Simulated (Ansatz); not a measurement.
# triplet CH3BClFO at 5 levels

Wanted: a comparison of 5 runs (UHF/3-21G, UBLYP/cc-pVDZ, UCAM-B3LYP/cc-pVDZ, RPA@PBE0/cc-pVDZ, UCCSD(T)/cc-pVDZ) of triplet CH3BClFO. 

Program for the calculation: Ansatz 0.2.0.

134 further runs of the same task are left out: 134 set aside as unsound or not needed. Runs told in other sessions of the task aren't counted.

### 1 The structure to begin with

The species is CH3BClFO (8 atoms), meant as a triplet with charge 0. SMILES of the parent species: `COB(F)Cl`. Geometry: relaxed at PBE0-D4/def2-TZVP. This is one conformer, not always the lowest. That shape belongs to the parent species and isn't relaxed for this state.

Bond lengths: C1–O2 1.414 Å, O2–B3 1.333 Å, B3–F4 1.320 Å, B3–Cl5 1.765 Å, C1–H6 1.091 Å, C1–H7 1.090 Å, C1–H8 1.091 Å. Angles: C1–O2–B3 126.0°, O2–B3–F4 118.3°, O2–B3–Cl5 124.1°, F4–B3–Cl5 117.7°, O2–C1–H6 108.6°, O2–C1–H7 108.2°, O2–C1–H8 111.7°, H6–C1–H7 109.1°, H6–C1–H8 109.5°, H7–C1–H8 109.7°.

### 2 The energy at UHF/3-21G (run 1)

Contents of input.yaml:

```yaml
basis:
  gaussian: {orbitals: 3-21G.json}
crystal:
  periodic: [false, false, false]
  atoms:
    - {symbol: C, position_ang: [0.662000, -0.415400, 0.804600]}
    - {symbol: O, position_ang: [-0.122300, -0.654500, -0.347500]}
    - {symbol: B, position_ang: [-0.782400, 0.264900, -1.051400]}
    - {symbol: F, position_ang: [-1.466600, -0.129900, -2.108800]}
    - {symbol: Cl, position_ang: [-0.801800, 1.985600, -0.658500]}
    - {symbol: H, position_ang: [1.700600, -0.658800, 0.576000]}
    - {symbol: H, position_ang: [0.308900, -1.072800, 1.599700]}
    - {symbol: H, position_ang: [0.593700, 0.623700, 1.130000]}
magnetization: {spin_polarized: true, initial_magnetization: 2}
hamiltonian: {xc: hf}
accuracy: high
output: {orbitals: {seedname: orbitals}}
```

The basis set 3-21G is read from a file made from the Basis Set Exchange's data (not shown).

Command:

```sh
$ ansatz run input.yaml --threads 1 --pin off --max-ram 3480MiB --events-out events.jsonl --progress --plain --runs-dir runs
```

The program printed:

```text
Warning: RAYON_NUM_THREADS=1 ignored (pool sized by the plan → 1); use --threads N
Functional definition: HF
  name "HF"
  exchange = exact_x
  correlation = 0
1245 factors; integrals over basis functions are off by at most 6.3e-9 eV
mean field evaluation 1: about -18891.5049 eV, gradient 2.0e1 eV
mean field evaluation 2: about -18891.5076 eV, gradient 2.0e1 eV
mean field evaluation 4: about -18894.8619 eV, gradient 4.6e0 eV
mean field evaluation 8: about -18897.0828 eV, gradient 1.3e0 eV
mean field evaluation 16: about -18897.2011 eV, gradient 1.7e-5 eV
mean field evaluation 32: about -18895.8805 eV, gradient 8.4e0 eV
mean field evaluation 64: about -18895.8757 eV, gradient 7.3e-1 eV
mean field evaluation 96: about -18894.0627 eV, gradient 4.4e0 eV
mean field evaluation 128: about -18895.7603 eV, gradient 1.3e0 eV
mean field evaluation 160: about -18895.8727 eV, gradient 5.6e-1 eV
mean field evaluation 192: about -18894.0245 eV, gradient 8.3e0 eV
mean field evaluation 224: about -18893.3901 eV, gradient 2.1e0 eV
mean field -18897.20113695 eV, -694.4593328001 hartree, gradient 1.0e-7 eV, S^2 2.016625; 2 other end points of the search recorded, 0 dependent functions left out
reference -18897.20113695 eV, -694.4593328001 hartree; 25, 23 occupied and 30, 32 virtual orbitals, 1245 factors
Total energy: -18897.20113695 eV, -694.4593328001 hartree
```

Wall time 3.3 s (1 thread of Arm Neoverse V2, shared host); peak memory 0.16 GiB.

### 3 A single-point energy at UBLYP/cc-pVDZ (run 2)

Contents of in.yaml:

```yaml
crystal:
  periodic: [false, false, false]
  atoms:
    - {symbol: C, position_ang: [0.662000, -0.415400, 0.804600]}
    - {symbol: O, position_ang: [-0.122300, -0.654500, -0.347500]}
    - {symbol: B, position_ang: [-0.782400, 0.264900, -1.051400]}
    - {symbol: F, position_ang: [-1.466600, -0.129900, -2.108800]}
    - {symbol: Cl, position_ang: [-0.801800, 1.985600, -0.658500]}
    - {symbol: H, position_ang: [1.700600, -0.658800, 0.576000]}
    - {symbol: H, position_ang: [0.308900, -1.072800, 1.599700]}
    - {symbol: H, position_ang: [0.593700, 0.623700, 1.130000]}
basis:
  gaussian: {orbitals: cc-pVDZ}
magnetization: {spin_polarized: true, initial_magnetization: 2}
hamiltonian: {xc: {name: BLYP}}
accuracy: high
output: {orbitals: {seedname: orbitals}}
```

Command:

```sh
$ ansatz run in.yaml --threads 1 --pin off --max-ram 3480MiB --events-out events.jsonl --progress --plain --runs-dir runs
```

The program printed, shortened:

```text
Warning: RAYON_NUM_THREADS=1 ignored (pool sized by the plan → 1); use --threads N
Functional definition: BLYP
  name "BLYP"
[...]
2055 factors; integrals over basis functions are off by at most 3.5e-9 eV
[...]
mean field -19043.90096912 eV, -699.8504521956 hartree, gradient 5.4e-9 eV, S^2 2.002953; 10 other end points of the search recorded, 0 dependent functions left out
reference -19043.90102235 eV, -699.8504541516 hartree; 25, 23 occupied and 64, 66 virtual orbitals, 2055 factors
Total energy: -19043.90102235 eV, -699.8504541516 hartree
```

It took 28 s on 1 thread of Arm Neoverse V2, shared host; peak memory 0.3 GiB.

Run 3 isn't shown in full; the table further down has it.

### 4 The energy at RPA@PBE0/cc-pVDZ (run 4)

Contents of run.yaml:

```yaml
crystal:
  periodic: [false, false, false]
  atoms:
    - {symbol: C, position_ang: [0.662000, -0.415400, 0.804600]}
    - {symbol: O, position_ang: [-0.122300, -0.654500, -0.347500]}
    - {symbol: B, position_ang: [-0.782400, 0.264900, -1.051400]}
    - {symbol: F, position_ang: [-1.466600, -0.129900, -2.108800]}
    - {symbol: Cl, position_ang: [-0.801800, 1.985600, -0.658500]}
    - {symbol: H, position_ang: [1.700600, -0.658800, 0.576000]}
    - {symbol: H, position_ang: [0.308900, -1.072800, 1.599700]}
    - {symbol: H, position_ang: [0.593700, 0.623700, 1.130000]}
basis:
  gaussian:
    orbitals: cc-pVDZ
magnetization:
  spin_polarized: true
  initial_magnetization: 2
hamiltonian:
  xc: pbe0
correlation:
  method: rpa
  frozen_orbitals: {B: 1, C: 1, Cl: 5, F: 1, H: 0, O: 1}
accuracy: high
```

Command:

```sh
$ ansatz run run.yaml --threads 1 --pin off --max-ram 3480MiB --events-out events.jsonl --progress --plain --runs-dir runs
```

The program printed, shortened:

```text
Warning: RAYON_NUM_THREADS=1 ignored (pool sized by the plan → 1); use --threads N
Functional definition: PBE0
  name "PBE0"
[...]
2055 factors; integrals over basis functions are off by at most 3.5e-9 eV
[...]
mean field -19034.23253552 eV, -699.4951438142 hartree, gradient 7.8e-8 eV, S^2 2.005965; 6 other end points of the search recorded, 0 dependent functions left out
9 core orbitals not correlated: weight in the atoms' cores, before any rotation towards them, 1.000 or more for the frozen orbitals, at most 0.000 for the correlated occupied ones
reference -18991.51666226 eV, -697.9253644257 hartree; 16, 14 occupied and 64, 66 virtual orbitals, 2055 factors
Total energy: -19019.81745030 eV, -698.9653992031 hartree
```

Run time: 42 s. Hardware: 1 thread of Arm Neoverse V2, shared host; peak memory 0.62 GiB.

### 5 A single-point energy at UCCSD(T)/cc-pVDZ (run 5)

in.yaml, as its differences from that of step 3:

```diff
@@ -14,4 +14,5 @@
 magnetization: {spin_polarized: true, initial_magnetization: 2}
-hamiltonian: {xc: {name: BLYP}}
+correlation: {method: ccsd_t, frozen_orbitals: {B: 1, C: 1, Cl: 5, F: 1, H: 0, O: 1}}
 accuracy: high
-output: {orbitals: {seedname: orbitals}}
+scf: {omitted_lower_state_checks: [cluster_reference, increment]}
+total_charge: 0
```

Command:

```sh
$ ansatz run in.yaml --threads 1 --pin off --max-ram 3480MiB --events-out events.jsonl --progress --plain --runs-dir runs
```

The program printed:

```text
Warning: RAYON_NUM_THREADS=1 ignored (pool sized by the plan → 1); use --threads N
[... 16 lines left out ...]
9 core orbitals not correlated: weight in the atoms' cores, before any rotation towards them, 1.000 or more for the frozen orbitals, at most 0.000 for the correlated occupied ones
[... 55 lines left out ...]
Total energy: -19013.46777586 eV, -698.7320529714 hartree
Checks for a lower state left out: cluster_reference, increment
```

Wall time 2.4 min (1 thread of Arm Neoverse V2, shared host); peak memory 1.2 GiB.

### 6 The series

```csv
run,level,frozen core orbitals,energy (Eh),HOMO energy (eV),⟨S²⟩,wall time
1,UHF/3-21G,–,-694.459333,-4.55,2.017,3.3 s
2,UBLYP/cc-pVDZ,–,-699.850454,-0.09,2.003,28 s
3,UCAM-B3LYP/cc-pVDZ,–,-699.820176,-2.60,2.006,24 s
4,RPA@PBE0/cc-pVDZ,9,-698.965399,–,2.006,42 s
5,UCCSD(T)/cc-pVDZ,9,-698.732053,–,2.020,2.4 min
```

### 7 Summary of results

| quantity | value |
| --- | --- |
| run 5: total energy | -698.73205 Eh |
| run 5: correlation energy (9 core orbitals frozen) | -753.2 mEh |
| run 5: (T) correction | -18.32 mEh |
| run 5: ⟨S²⟩ of the reference determinant | 2.020 |
| run 5: T1 diagnostic | 0.040 |

In words: Totals of different functionals can't be ranked against each other. All runs together took 4.1 min, the longest 2.4 min.
